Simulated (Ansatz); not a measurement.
# FH₄NOSi: basis-set convergence

An exercise on one series of results from a longer session: the logs are not shown, and one member is left open.

Computed with Ansatz 0.2.0, Gaussian basis. Level: one geometry, several basis sets.

The runs, in order: PBE0-D4/def2-SVP; ωB97M-V/def2-SVP; PBE0-D4/def2-QZVPP; ωB97M-V/def2-QZVPP; CCSD(T)/cc-pV(D+d)Z; CCSD(T)/cc-pV(T+d)Z; CCSD(T)/cc-pV(Q+d)Z; the functionals' def2-TZVPP values are taken from earlier runs.

## The relaxed structure

The geometry comes from an earlier relaxation with PBE0-D4 in a triple-zeta def2 set; it is a stationary point, not always the lowest conformer.

SMILES `N[SiH](O)F`, 8 atoms, charge 0, spin multiplicity 1.

Atoms are counted from 1 here; the program's logs count them from 0.

Bond lengths: N1–Si2 1.699 Å, N1–H5 1.007 Å, N1–H6 1.006 Å, Si2–O3 1.629 Å, Si2–F4 1.596 Å, Si2–H7 1.474 Å, O3–H8 0.959 Å. Angles: Si2–N1–H5 120.5°, Si2–N1–H6 121.6°, H5–N1–H6 111.9°, N1–Si2–O3 110.7°, N1–Si2–F4 104.3°, N1–Si2–H7 118.1°, O3–Si2–F4 112.6°, O3–Si2–H7 104.5°, F4–Si2–H7 106.9°, Si2–O3–H8 117.0°.

Set-up of the first run:

in.yaml

```yaml
crystal:
  periodic: [false, false, false]
  atoms:
    - {symbol: N, position_ang: [-1.012515, 0.582046, -0.115386]}
    - {symbol: Si, position_ang: [0.577270, -0.014723, -0.182209]}
    - {symbol: O, position_ang: [0.837435, -1.094232, 1.009133]}
    - {symbol: F, position_ang: [0.694220, -0.665777, -1.634396]}
    - {symbol: H, position_ang: [-1.468789, 0.916672, -0.948003]}
    - {symbol: H, position_ang: [-1.375530, 1.022013, 0.713586]}
    - {symbol: H, position_ang: [1.685453, 0.948658, -0.055295]}
    - {symbol: H, position_ang: [0.154655, -1.751755, 1.156869]}
basis:
  gaussian: {orbitals: def2-SVP}
hamiltonian: {xc: pbe0, dispersion: d4}
output: {orbitals: {seedname: orbitals}}
```

On the command line:

```console
$ ansatz run in.yaml --threads 2 --pin off --events-out ev --progress --plain --max-ram 22528MiB --backend cpu
```

Steps of the session up to this table: PBE0-D4 in def2-SVP; ωB97M-V in def2-SVP; PBE0-D4 in def2-QZVPP; ωB97M-V in def2-QZVPP.

One table of the session follows, with a row left open; its other results are not shown here.

It belongs to the step «Density functionals: the series». 

```
functional       basis  HOMO (eV)  LUMO (eV)
   PBE0-D4    def2-SVP      -7.69       1.47
   PBE0-D4  def2-TZVPP      -7.95       0.78
   PBE0-D4  def2-QZVPP      -8.01       0.39
   ωB97M-V    def2-SVP     -10.08       3.11
   ωB97M-V  def2-TZVPP          ?          ?
   ωB97M-V  def2-QZVPP     -10.41       1.59
```

**Question.** Estimate the row for ωB97M-V, def2-TZVPP.

**Answer.** HOMO (eV): -10.35; LUMO (eV): 2.19. In the column «HOMO (eV)» it lies between ωB97M-V, def2-QZVPP (-10.41) and ωB97M-V, def2-SVP (-10.08).
